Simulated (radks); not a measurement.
# Nb with its nuclear charge varied continuously

An exercise on one series of results from a longer session: the logs are not shown, and one member is left open.

The numbers are computed with radks (a radial shooting solver on a logarithmic mesh, Libxc functionals) version 1 (Dirac Kohn-Sham, BLYP, spin-unpolarised, spherical densities, finite nucleus; open shells fill j = l - 1/2 first), except any that are marked as measured or tabulated.

## The atom as given

| Property | Result |
| --- | --- |
| element | niobium (Z = 41) |
| charge | 0 |
| electrons | 41 |
| configuration | [Kr] 4d4 5s1 |
| nuclear rms radius | 4.324 fm |

The first run:

Settings of this run:

```text
Z 41
configuration [Kr] 4d4 5s1
relativity Dirac
functional b88,lyp
spin unpolarised
j_filling energy
nucleus finite rms 4.324 fm
c 137.035999084
```

Steps of the session up to this table: Z = 41.

One of the session's tables, all rows but one given; the rest of the session is left out.

Radial moments (bohr):

```
level     <r>  outermost maximum (interpolated)  90 % within  nodes
3d3/2       ?                                 ?            ?      ?
3d5/2  0.4346                             0.335        0.697      0
4s1/2   1.158                              1.03         1.69      3
4p1/2   1.282                              1.11         1.91      2
4p3/2   1.314                              1.13         1.96      2
5s1/2   3.736                              3.07         5.63      4
4d3/2   2.219                              1.49         3.75      1
4d5/2   2.256                              1.51         3.82      1
```

**Question.** Estimate the row for 3d3/2.

**Answer.** <r>: 0.4311; outermost maximum (interpolated): 0.333; 90 % within: 0.692; nodes: 0. In the column «<r>» it is the lowest.
